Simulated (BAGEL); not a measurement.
# CH5BClN (SMILES NCBCl): RI-MP2/6-31G(d) (density fitting with qzvpp-jkfit, spherical functions)

Aim: the energy change on altering one bond length of CH5BClN at RI-MP2/6-31G* (density fitting with qzvpp-jkfit, spherical functions), from 2 runs. 

Program for the calculation: BAGEL 1.2.2.

40 further runs of the same task are left out: 8 that didn't finish, 32 set aside as unsound or not needed.

## Step 1: The molecule

The species is CH5BClN (9 atoms), meant as a singlet with charge 0. As SMILES, `NCBCl`. The coordinates come from a PBE0-D4/def2-TZVP relaxation. This is one conformer, not always the lowest.

Bond lengths: N1–C2 1.444 Å, C2–B3 1.549 Å, B3–Cl4 1.749 Å, N1–H5 1.011 Å, N1–H6 1.010 Å, C2–H7 1.112 Å, C2–H8 1.100 Å, B3–H9 1.193 Å. Some angles: N1–C2–B3 117.7°, C2–B3–Cl4 121.6°, N1–C2–H7 114.9°, N1–C2–H8 110.4°, B3–C2–H7 102.2°, B3–C2–H8 106.9°, C2–N1–H5 111.5°, C2–N1–H6 112.1°, C2–B3–H9 121.4°, Cl4–B3–H9 116.9°.

## Step 2: The energy at RI-MP2/6-31G(d) (density fitting with qzvpp-jkfit, spherical functions)

File input.json:

```json
{ "bagel": [

{
  "title": "molecule",
  "basis": "6-31gs.json",
  "df_basis": "qzvpp-jkfit",
  "angstrom": true,
  "geometry": [
    { "atom": "N", "xyz": [      -0.982500,       0.902000,       0.103600 ] },
    { "atom": "C", "xyz": [       0.104400,       0.053300,       0.532000 ] },
    { "atom": "B", "xyz": [       0.577300,      -1.055600,      -0.440200 ] },
    { "atom": "Cl", "xyz": [       0.054200,      -1.097200,      -2.108100 ] },
    { "atom": "H", "xyz": [      -0.910300,       1.129300,      -0.878900 ] },
    { "atom": "H", "xyz": [      -1.020500,       1.764600,       0.627600 ] },
    { "atom": "H", "xyz": [       1.053500,       0.586400,       0.761400 ] },
    { "atom": "H", "xyz": [      -0.145900,      -0.439400,       1.483000 ] },
    { "atom": "H", "xyz": [       1.358200,      -1.889700,      -0.097600 ] }
  ]
},

{ "title": "hf" },

{ "title": "mp2", "ncore": 8 }

]}
```

The basis set 6-31G* is read from a file made from the Basis Set Exchange's data (not shown).

Run with:

```sh
BAGEL_NUM_THREADS=1 BAGEL input.json > input.out
```

What it wrote:

```text
* using 1 threads per process

  ===============================================================
  ===============================================================

  *** Geometry ***

  { "atom" : "N", "xyz" : [     -1.856656,      1.704533,      0.195776 ] },
  { "atom" : "C", "xyz" : [      0.197287,      0.100722,      1.005334 ] },
  { "atom" : "B", "xyz" : [      1.090939,     -1.994795,     -0.831857 ] },
  { "atom" : "Cl", "xyz" : [      0.102423,     -2.073408,     -3.983732 ] },
  { "atom" : "H", "xyz" : [     -1.720218,      2.134068,     -1.660880 ] },
  { "atom" : "H", "xyz" : [     -1.928466,      3.334611,      1.185992 ] },
  { "atom" : "H", "xyz" : [      1.990826,      1.108135,      1.438837 ] },
  { "atom" : "H", "xyz" : [     -0.275711,     -0.830346,      2.802464 ] },
  { "atom" : "H", "xyz" : [      2.566626,     -3.571015,     -0.184437 ] },

  Number of auxiliary basis functions:      445

  Since a DF basis is specified, we compute 2- and 3-index integrals:
    o Being stored without compression. Storage requirement is 0.017 GB

  Number of basis functions:       70
  Number of electrons      :       40

    * METHOD: MOLECULE                             0.20

  *** RHF ***

  === Nuclear Repulsion ===
   141.9765776086

      * DIIS with orbital gradients will be used.

  === RHF iteration (6-31gs.json) ===
      0       -579.27052543          0.01869161           0.04
      1       -579.38311947          0.00899274           0.04
      2       -579.41179064          0.00177108           0.04
      3       -579.41331746          0.00023816           0.04
      4       -579.41336121          0.00008340           0.04
      5       -579.41336720          0.00002462           0.04
      6       -579.41336786          0.00000711           0.04
      7       -579.41336791          0.00000200           0.04
      8       -579.41336792          0.00000054           0.04
      9       -579.41336792          0.00000020           0.04
     10       -579.41336792          0.00000007           0.04
     11       -579.41336792          0.00000002           0.04
     12       -579.41336792          0.00000001           0.04
    * SCF iteration converged.

    * Permanent dipole moment:
           (   -0.529589,    -0.473452,    -0.488235) a.u.

    * METHOD: HF                                   0.69

  *** RHF ***

  === Nuclear Repulsion ===
   141.9765776086

      * DIIS with orbital gradients will be used.

  === RHF iteration (6-31gs.json) ===
      0       -579.41336792          0.00000000           0.04
    * SCF iteration converged.

    * Permanent dipole moment:
           (   -0.529589,    -0.473452,    -0.488235) a.u.

  === DF-MP2 calculation ===

    * freezing 8 orbitals
    * 3-index integral transformation done
    * assembly done

      MP2 correlation energy:   -0.4925962658      0.02

      MP2 total energy:       -579.9059641819

    * METHOD: MP2                                  0.12

  ===============================================================
```

Run time: 1.1 s. Hardware: 1 thread of Arm Neoverse V1, shared host; peak memory 0.094 GiB.

## Step 3: The distorted shape at the same level

File input.json:

```json
{ "bagel" : [

{
  "title" : "molecule",
  "basis" : "6-31gs.json",
  "df_basis" : "qzvpp-jkfit",
  "angstrom" : true,
  "geometry" : [
    { "atom" : "N", "xyz" : [   -1.004157,    0.833819,    0.398310 ] },
    { "atom" : "C", "xyz" : [    0.082743,   -0.014881,    0.826710 ] },
    { "atom" : "B", "xyz" : [    0.555643,   -1.123781,   -0.145490 ] },
    { "atom" : "Cl", "xyz" : [    0.032543,   -1.165381,   -1.813390 ] },
    { "atom" : "H", "xyz" : [   -0.910300,    1.129300,   -0.878900 ] },
    { "atom" : "H", "xyz" : [   -1.042157,    1.696419,    0.922310 ] },
    { "atom" : "H", "xyz" : [    1.031843,    0.518219,    1.056110 ] },
    { "atom" : "H", "xyz" : [   -0.167557,   -0.507581,    1.777710 ] },
    { "atom" : "H", "xyz" : [    1.336543,   -1.957881,    0.197110 ] }
  ]
},
{
  "title" : "hf"
},
{
  "title" : "mp2",
  "ncore" : 8
}

]}
```

The basis set 6-31G* is read from a file made from the Basis Set Exchange's data (not shown).

Run with:

```sh
BAGEL_NUM_THREADS=1 BAGEL input.json > input.out
```

What it wrote:

```text
* using 1 threads per process

  ===============================================================
  ===============================================================

  *** Geometry ***

  { "atom" : "N", "xyz" : [     -1.897582,      1.575690,      0.752697 ] },
  { "atom" : "C", "xyz" : [      0.156362,     -0.028121,      1.562255 ] },
  { "atom" : "B", "xyz" : [      1.050013,     -2.123638,     -0.274936 ] },
  { "atom" : "Cl", "xyz" : [      0.061497,     -2.202251,     -3.426810 ] },
  { "atom" : "H", "xyz" : [     -1.720218,      2.134068,     -1.660880 ] },
  { "atom" : "H", "xyz" : [     -1.969391,      3.205767,      1.742913 ] },
  { "atom" : "H", "xyz" : [      1.949901,      0.979292,      1.995759 ] },
  { "atom" : "H", "xyz" : [     -0.316637,     -0.959189,      3.359385 ] },
  { "atom" : "H", "xyz" : [      2.525700,     -3.699859,      0.372484 ] },

  Number of auxiliary basis functions:      445

  Since a DF basis is specified, we compute 2- and 3-index integrals:
    o Being stored without compression. Storage requirement is 0.017 GB

  Number of basis functions:       70
  Number of electrons      :       40

    * METHOD: MOLECULE                             0.20

  *** RHF ***

  === Nuclear Repulsion ===
   140.9414900121

      * DIIS with orbital gradients will be used.

  === RHF iteration (6-31gs.json) ===
      0       -579.21389300          0.01900314           0.05
      1       -579.32431575          0.01025530           0.04
      2       -579.36138666          0.00194185           0.04
      3       -579.36335355          0.00030653           0.04
      4       -579.36343386          0.00011168           0.05
      5       -579.36344639          0.00003345           0.04
      6       -579.36344768          0.00000888           0.04
      7       -579.36344777          0.00000246           0.04
      8       -579.36344777          0.00000071           0.04
      9       -579.36344777          0.00000027           0.04
     10       -579.36344777          0.00000011           0.04
     11       -579.36344777          0.00000004           0.04
     12       -579.36344777          0.00000002           0.04
     13       -579.36344777          0.00000001           0.05
    * SCF iteration converged.

    * Permanent dipole moment:
           (   -0.551710,    -0.454297,    -0.506200) a.u.

    * METHOD: HF                                   0.78

  *** RHF ***

  === Nuclear Repulsion ===
   140.9414900121

      * DIIS with orbital gradients will be used.

  === RHF iteration (6-31gs.json) ===
      0       -579.36344777          0.00000000           0.04
    * SCF iteration converged.

    * Permanent dipole moment:
           (   -0.551710,    -0.454297,    -0.506200) a.u.

  === DF-MP2 calculation ===

    * freezing 8 orbitals
    * 3-index integral transformation done
    * assembly done

      MP2 correlation energy:   -0.5012144880      0.02

      MP2 total energy:       -579.8646622628

    * METHOD: MP2                                  0.12

  ===============================================================
```

It took 1.2 s on 1 thread of Arm Neoverse V1, shared host; peak memory 0.093 GiB.

## Step 4: Results

Level: RI-MP2/6-31G* (density fitting with qzvpp-jkfit, spherical functions), 8 core orbitals frozen.

| quantity | value |
| --- | --- |
| first shape: total energy | -579.90596 Eh |
| first shape: correlation energy (8 core orbitals frozen) | -492.6 mEh |
| distorted shape: total energy | -579.86466 Eh |
| distorted shape: correlation energy (8 core orbitals frozen) | -501.2 mEh |
| energy change with the N1–H5 bond stretched from 1.011 to 1.314 Å | 1.124 eV |

**Reading.** With the N1–H5 bond stretched from 1.011 to 1.314 Å the energy rises by 1.12 eV (26 kcal/mol). The first shape isn't relaxed at this level, so the change isn't measured from a minimum.
